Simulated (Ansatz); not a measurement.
# FH7OW: the cost of one run

Program: Ansatz 0.2.0. Level of theory: RHF/def2-SVP. These are calculated values, not measurements.

## Step 1: The starting structure

Bond lengths: W1–F2 2.200 Å, W1–O3 1.940 Å, O3–H4 1.010 Å, W1–H5 1.720 Å, W1–H6 1.720 Å, W1–H7 1.720 Å, W1–H8 1.720 Å, W1–H9 2.020 Å, W1–H10 2.156 Å. Angles (14 of 29 angles, heavy atoms first): F2–W1–O3 90.0°, F2–W1–H5 90.0°, F2–W1–H6 90.0°, F2–W1–H7 90.0°, F2–W1–H8 180.0°, F2–W1–H9 71.6°, F2–W1–H10 40.9°, O3–W1–H5 90.0°, O3–W1–H6 180.0°, O3–W1–H7 90.0°, O3–W1–H8 90.0°, O3–W1–H9 48.9°, O3–W1–H10 63.1°, W1–O3–H4 109.5°.

Structure file:

```xyz
10

W     0.0000    0.0000    0.0000
F     0.0000    0.0000    2.2000
O     1.9400    0.0000    0.0000
H     2.2771   -0.9519   -0.0197
H     0.0000    1.7200    0.0000
H    -1.7200    0.0000    0.0000
H     0.0000   -1.7200    0.0000
H     0.0000    0.0000   -1.7200
H     1.3275    1.3829    0.6370
H     0.9769    1.0177    1.6302
```

## Step 2: Pulling towards end A

Springs on the bonds that form and break draw the guess towards this end; the thresholds are loose.

input.yaml reads:

```yaml
crystal:
  periodic: [false, false, false]
  atoms:
    - { symbol: W, position_ang: [0.0, 0.0, 0.0] }
    - { symbol: F, position_ang: [0.0, 0.0, 2.2] }
    - { symbol: O, position_ang: [1.94, 0.0, 0.0] }
    - { symbol: H, position_ang: [2.2771, -0.9519, -0.0197] }
    - { symbol: H, position_ang: [0.0, 1.72, 0.0] }
    - { symbol: H, position_ang: [-1.72, 0.0, 0.0] }
    - { symbol: H, position_ang: [0.0, -1.72, 0.0] }
    - { symbol: H, position_ang: [0.0, 0.0, -1.72] }
    - { symbol: H, position_ang: [1.3275, 1.3829, 0.637] }
    - { symbol: H, position_ang: [0.9769, 1.0177, 1.6302] }
basis:
  gaussian: { orbitals: def2-SVP }
hamiltonian:
  xc: hf
relax:
  f_tol: 0.15
  max_steps: 25
  restrain:
    - { distance: [0, 8], at: 2.92, k: 30.0 }
    - { distance: [9, 1], at: 2.12, k: 30.0 }
    - { distance: [0, 1], at: 1.85, k: 30.0 }
    - { distance: [9, 8], at: 0.66, k: 30.0 }
```

The run is started by

```console
$ ansatz run input.yaml --threads 1 --pin off --max-ram 2048MiB --backend cpu --events-out ev --progress --plain --runs-dir out
```

**Question.** How long does this run take on 1 thread of Intel Xeon at 2.50GHz (Skylake/Cascade Lake), shared host, and how much memory does it need?

About 2.6 min, with a peak of 0.21 GiB.
